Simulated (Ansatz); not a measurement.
# CH₃AlOS: an energy map over bond length C1–Al2 and angle Al2–C1–H7, part 2 of 2

How does the energy of CH₃AlOS, SMILES [CH3][Al]1[O][S]1 change over two coordinates at once? A grid of runs gives the map.

Ansatz 0.2.0; RKS PBE0-D4/def2-TZVP.

**5. Point bond length C1–Al2 = 2.793 Å, angle Al2–C1–H7 = 121.0°**

Contents of input.yaml:

```yaml
crystal:
  periodic: [false, false, false]
  atoms:
    - { symbol: C, position_ang: [-0.547814, 0.922564, -0.393081] }
    - { symbol: Al, position_ang: [0.254492, -1.481074, 0.781516] }
    - { symbol: O, position_ang: [1.452751, -2.204177, 1.77114] }
    - { symbol: S, position_ang: [0.280182, -3.510444, 1.342612] }
    - { symbol: H, position_ang: [-1.466386, 0.693322, -0.935949] }
    - { symbol: H, position_ang: [-0.796631, 1.574063, 0.448363] }
    - { symbol: H, position_ang: [0.120509, 1.474376, -1.058686] }
basis:
  gaussian: { orbitals: def2-TZVP }
hamiltonian:
  xc: pbe0
  dispersion: d4
output:
  forces: true
```

Started as:

```sh
> ansatz run input.yaml --threads 1 --pin off --max-ram 2560MiB --backend cpu --events-out ev --progress --plain --runs-dir out
```

Standard output:

```text
Warning: RAYON_NUM_THREADS=1 ignored (pool sized by the plan → 1); use --threads N
Engine: ansatz 0.2.0, aarch64-unknown-linux-gnu
Functional definition: PBE0
  parameter a = 0.25
  parameter kappa = 0.804
  parameter beta = 0.06672455060314922
  exchange = (1 - a)*pbe_x(kappa = kappa, mu = beta*pi^2/3) + a*exact_x
  correlation = pbe_c(beta = beta)
1013 factors; their error is unknown
mean field evaluation 1: about -20541.5568 eV, gradient 7.6e1 eV
mean field evaluation 2: about -20483.8510 eV, gradient 1.7e2 eV
mean field evaluation 4: about -20553.7421 eV, gradient 1.9e1 eV
mean field evaluation 8: about -20554.8096 eV, gradient 2.1e-1 eV
mean field evaluation 16: about -20554.8428 eV, gradient 2.2e-3 eV
mean field -20554.84277387 eV, -755.3765393670 hartree, gradient 5.0e-5 eV, S^2 0.000000; 0 other end points of the search recorded, 0 dependent functions left out
the calculation of the forces begins
reference -20554.84280430 eV, -755.3765404853 hartree; 23, 23 occupied and 131, 131 virtual orbitals, 1013 factors
Total energy: -20554.95734057 eV, -755.3807496154 hartree
Atom 0 at    -0.547814     0.922564    -0.393081 Å, force    -0.164409    -0.865357     0.761683 eV/Å
Atom 1 at     0.254492    -1.481074     0.781516 Å, force    -0.608776     2.437406    -1.287844 eV/Å
Atom 2 at     1.452751    -2.204177     1.771140 Å, force    -0.012187     0.064446    -0.010031 eV/Å
Atom 3 at     0.280182    -3.510444     1.342612 Å, force    -0.049400    -0.040851     0.002070 eV/Å
Atom 4 at    -1.466386     0.693322    -0.935949 Å, force     0.135861    -0.461214     0.144647 eV/Å
Atom 5 at    -0.796631     1.574063     0.448363 Å, force     0.165010    -0.409099     0.210746 eV/Å
Atom 6 at     0.120509     1.474376    -1.058686 Å, force     0.533901    -0.725330     0.178729 eV/Å
Dipole moment:    -0.415544     0.647598    -0.404327 e Å
```

It took 9.3 s on 1 thread of Arm Neoverse N1, shared host; peak memory 0.27 GiB.

That is 50.9 kcal/mol from the zero.

**6. The run at bond length C1–Al2 = 1.952 Å, angle Al2–C1–H7 = 110.3°**

Contents of input.yaml:

```yaml
crystal:
  periodic: [false, false, false]
  atoms:
    - { symbol: C, position_ang: [-0.547814, 0.922564, -0.393081] }
    - { symbol: Al, position_ang: [0.324297, -0.70201, 0.24761] }
    - { symbol: O, position_ang: [1.704868, -1.297707, 1.070547] }
    - { symbol: S, position_ang: [0.693547, -2.735291, 0.651658] }
    - { symbol: H, position_ang: [-1.466386, 0.693322, -0.935949] }
    - { symbol: H, position_ang: [-0.796631, 1.574063, 0.448363] }
    - { symbol: H, position_ang: [0.120509, 1.474376, -1.058686] }
basis:
  gaussian: { orbitals: def2-TZVP }
hamiltonian:
  xc: pbe0
  dispersion: d4
output:
  forces: true
```

Started as:

```sh
> ansatz run input.yaml --threads 1 --pin off --max-ram 2560MiB --backend cpu --events-out ev --progress --plain --runs-dir out
```

Standard output:

```text
Warning: RAYON_NUM_THREADS=1 ignored (pool sized by the plan → 1); use --threads N
[... 7 set-up lines as earlier in the session ...]
1013 factors; their error is unknown
mean field evaluation 1: about -20546.5920 eV, gradient 7.3e1 eV
mean field evaluation 2: about -20508.2560 eV, gradient 1.5e2 eV
mean field evaluation 4: about -20556.8853 eV, gradient 7.5e0 eV
mean field evaluation 8: about -20557.0469 eV, gradient 2.5e-1 eV
mean field evaluation 16: about -20557.0470 eV, gradient 7.1e-5 eV
mean field -20557.04702149 eV, -755.4575439728 hartree, gradient 7.1e-5 eV, S^2 0.000000; 0 other end points of the search recorded, 0 dependent functions left out
the calculation of the forces begins
reference -20557.04705074 eV, -755.4575450476 hartree; 23, 23 occupied and 131, 131 virtual orbitals, 1013 factors
Total energy: -20557.15822481 eV, -755.4616306195 hartree
Atom 0 at    -0.547814     0.922564    -0.393081 Å, force     0.158270    -0.285177     0.116775 eV/Å
Atom 1 at     0.324297    -0.702010     0.247610 Å, force    -0.182238     0.338996    -0.135420 eV/Å
Atom 2 at     1.704868    -1.297707     1.070547 Å, force    -0.001833     0.005909    -0.001415 eV/Å
Atom 3 at     0.693547    -2.735291     0.651658 Å, force    -0.003482     0.002477    -0.002061 eV/Å
Atom 4 at    -1.466386     0.693322    -0.935949 Å, force     0.008567    -0.022291     0.006752 eV/Å
Atom 5 at    -0.796631     1.574063     0.448363 Å, force     0.008523    -0.018921     0.009701 eV/Å
Atom 6 at     0.120509     1.474376    -1.058686 Å, force     0.012193    -0.020993     0.005668 eV/Å
Dipole moment:    -0.560104     0.714739    -0.380083 e Å
```

Run time: 8.8 s. Hardware: 1 thread of Arm Neoverse N1, shared host; peak memory 0.28 GiB.

That is 0.14 kcal/mol from the zero.

**7. The map**

225 points were computed. Energies in kcal/mol, from the relaxed molecule at the same level:

| angle Al2–C1–H7 (°) ↓, bond length C1–Al2 (Å) → | 1.578 | 1.671 | 1.765 | 1.858 | 1.952 | 2.045 | 2.139 | 2.232 | 2.326 | 2.419 | 2.513 | 2.606 | 2.699 | 2.793 | 2.886 |
| --- | --- | --- | --- | --- | --- | --- | --- | --- | --- | --- | --- | --- | --- | --- | --- |
| 135.3 | 42.3 | 22.5 | 11.6 | 7.0 | 6.5 | 8.9 | 13.0 | 18.3 | 24.2 | 30.3 | 36.6 | 42.9 | 49.1 | 55.2 | 60.9 |
| 131.7 | 41.2 | 21.2 | 10.1 | 5.4 | 4.8 | 7.1 | 11.3 | 16.5 | 22.4 | 28.6 | 35.0 | 41.4 | 47.6 | 53.8 | 59.6 |
| 128.1 | 40.3 | 20.1 | 8.9 | 4.0 | 3.4 | 5.6 | 9.7 | 15.0 | 20.9 | 27.1 | 33.6 | 40.0 | 46.4 | 52.6 | 58.5 |
| 124.5 | 39.5 | 19.1 | 7.8 | 2.9 | 2.2 | 4.4 | 8.5 | 13.8 | 19.7 | 26.0 | 32.5 | 39.0 | 45.3 | 51.6 | 57.6 |
| 121.0 | 38.9 | 18.4 | 7.0 | 2.0 | 1.3 | 3.5 | 7.6 | 12.8 | 18.8 | 25.1 | 31.6 | 38.1 | 44.6 | 50.9 | 56.9 |
| 117.4 | 38.4 | 17.9 | 6.4 | 1.4 | 0.7 | 2.8 | 6.9 | 12.2 | 18.2 | 24.4 | 31.0 | 37.6 | 44.0 | 50.4 | 56.4 |
| 113.8 | 38.2 | 17.6 | 6.1 | 1.0 | 0.3 | 2.4 | 6.5 | 11.8 | 17.8 | 24.1 | 30.6 | 37.2 | 43.7 | 50.1 | 56.1 |
| 110.3 | 38.0 | 17.5 | 6.0 | 0.9 | 0.1 | 2.3 | 6.4 | 11.6 | 17.7 | 24.0 | 30.5 | 37.1 | 43.6 | 50.0 | 56.0 |
| 106.7 | 38.1 | 17.5 | 6.1 | 1.0 | 0.3 | 2.4 | 6.5 | 11.8 | 17.8 | 24.1 | 30.7 | 37.3 | 43.7 | 50.1 | 56.2 |
| 103.1 | 38.3 | 17.8 | 6.4 | 1.4 | 0.7 | 2.8 | 7.0 | 12.2 | 18.3 | 24.5 | 31.1 | 37.7 | 44.1 | 50.5 | 56.5 |
| 99.5 | 38.8 | 18.3 | 7.0 | 2.0 | 1.4 | 3.6 | 7.7 | 13.0 | 19.0 | 25.2 | 31.8 | 38.3 | 44.7 | 51.1 | 57.0 |
| 96.0 | 39.4 | 19.1 | 7.8 | 2.9 | 2.3 | 4.5 | 8.7 | 13.9 | 19.9 | 26.2 | 32.7 | 39.2 | 45.6 | 51.8 | 57.8 |
| 92.4 | 40.2 | 20.0 | 8.9 | 4.1 | 3.5 | 5.8 | 9.9 | 15.2 | 21.2 | 27.4 | 33.9 | 40.3 | 46.7 | 52.9 | 58.8 |
| 88.8 | 41.4 | 21.3 | 10.2 | 5.5 | 5.0 | 7.3 | 11.5 | 16.8 | 22.8 | 29.0 | 35.4 | 41.8 | 48.0 | 54.2 | 60.0 |
| 85.3 | 42.8 | 22.8 | 11.8 | 7.2 | 6.7 | 9.1 | 13.3 | 18.6 | 24.5 | 30.7 | 37.1 | 43.4 | 49.6 | 55.6 | 61.3 |

The dipole moment (D) at each point:

| angle Al2–C1–H7 (°) ↓, bond length C1–Al2 (Å) → | 1.578 | 1.671 | 1.765 | 1.858 | 1.952 | 2.045 | 2.139 | 2.232 | 2.326 | 2.419 | 2.513 | 2.606 | 2.699 | 2.793 | 2.886 |
| --- | --- | --- | --- | --- | --- | --- | --- | --- | --- | --- | --- | --- | --- | --- | --- |
| 135.3 | 5.51 | 5.27 | 5.05 | 4.84 | 4.66 | 4.51 | 4.38 | 4.29 | 4.21 | 4.16 | 4.13 | 4.12 | 4.12 | 4.13 | 4.15 |
| 131.7 | 5.51 | 5.27 | 5.05 | 4.86 | 4.68 | 4.53 | 4.41 | 4.31 | 4.24 | 4.19 | 4.16 | 4.14 | 4.14 | 4.15 | 4.17 |
| 128.1 | 5.51 | 5.28 | 5.06 | 4.86 | 4.69 | 4.55 | 4.43 | 4.33 | 4.26 | 4.21 | 4.17 | 4.16 | 4.15 | 4.16 | 4.18 |
| 124.5 | 5.50 | 5.28 | 5.06 | 4.87 | 4.70 | 4.56 | 4.44 | 4.35 | 4.27 | 4.22 | 4.19 | 4.17 | 4.16 | 4.17 | 4.18 |
| 121.0 | 5.50 | 5.28 | 5.07 | 4.88 | 4.71 | 4.57 | 4.45 | 4.36 | 4.29 | 4.23 | 4.20 | 4.18 | 4.17 | 4.17 | 4.19 |
| 117.4 | 5.50 | 5.28 | 5.07 | 4.88 | 4.72 | 4.58 | 4.46 | 4.37 | 4.30 | 4.24 | 4.21 | 4.19 | 4.18 | 4.18 | 4.19 |
| 113.8 | 5.50 | 5.28 | 5.07 | 4.89 | 4.72 | 4.59 | 4.47 | 4.37 | 4.30 | 4.25 | 4.21 | 4.19 | 4.18 | 4.18 | 4.19 |
| 110.3 | 5.51 | 5.28 | 5.08 | 4.89 | 4.73 | 4.59 | 4.47 | 4.38 | 4.30 | 4.25 | 4.21 | 4.19 | 4.18 | 4.18 | 4.19 |
| 106.7 | 5.51 | 5.29 | 5.08 | 4.89 | 4.73 | 4.59 | 4.47 | 4.38 | 4.30 | 4.25 | 4.21 | 4.19 | 4.18 | 4.18 | 4.19 |
| 103.1 | 5.51 | 5.29 | 5.08 | 4.90 | 4.73 | 4.59 | 4.47 | 4.37 | 4.30 | 4.24 | 4.20 | 4.18 | 4.17 | 4.17 | 4.18 |
| 99.5 | 5.52 | 5.29 | 5.08 | 4.89 | 4.73 | 4.58 | 4.46 | 4.36 | 4.29 | 4.23 | 4.19 | 4.17 | 4.16 | 4.16 | 4.17 |
| 96.0 | 5.52 | 5.30 | 5.08 | 4.89 | 4.72 | 4.57 | 4.45 | 4.35 | 4.27 | 4.22 | 4.18 | 4.16 | 4.15 | 4.15 | 4.16 |
| 92.4 | 5.52 | 5.30 | 5.08 | 4.89 | 4.71 | 4.56 | 4.44 | 4.33 | 4.26 | 4.20 | 4.16 | 4.14 | 4.13 | 4.13 | 4.15 |
| 88.8 | 5.53 | 5.30 | 5.08 | 4.88 | 4.70 | 4.55 | 4.42 | 4.31 | 4.23 | 4.17 | 4.13 | 4.11 | 4.11 | 4.11 | 4.13 |
| 85.3 | 5.53 | 5.30 | 5.08 | 4.87 | 4.69 | 4.53 | 4.39 | 4.29 | 4.20 | 4.14 | 4.10 | 4.09 | 4.08 | 4.09 | 4.11 |

**8. What came out**

What follows sums up all 2 parts.

| quantity | value |
| --- | --- |
| lowest point | bond length C1–Al2 = 1.952 Å, angle Al2–C1–H7 = 110.3°, 0.14 kcal/mol |
| highest computed point | bond length C1–Al2 = 2.886 Å, angle Al2–C1–H7 = 85.3°, 61.2 kcal/mol above the lowest |
| dipole moment (D) | 4.08 at bond length C1–Al2 = 2.699 Å, angle Al2–C1–H7 = 85.3° to 5.53 at bond length C1–Al2 = 1.578 Å, angle Al2–C1–H7 = 85.3°; 4.73 at the lowest point |
| time for the whole task | 37 min on 1 thread, shared host |

**Reading.** The lowest computed point is at bond length C1–Al2 = 1.952 Å, angle Al2–C1–H7 = 110.3°, 0.14 kcal/mol from the relaxed molecule at the same level. The grid is coarse, so the lowest point of the scanned range may lie between grid points; coordinates that were held can hide deeper minima. No other kind of well shows on this grid. The highest computed point, bond length C1–Al2 = 2.886 Å, angle Al2–C1–H7 = 85.3°, lies 61.2 kcal/mol above the lowest. Round the minimum the two coordinates are nearly uncoupled.
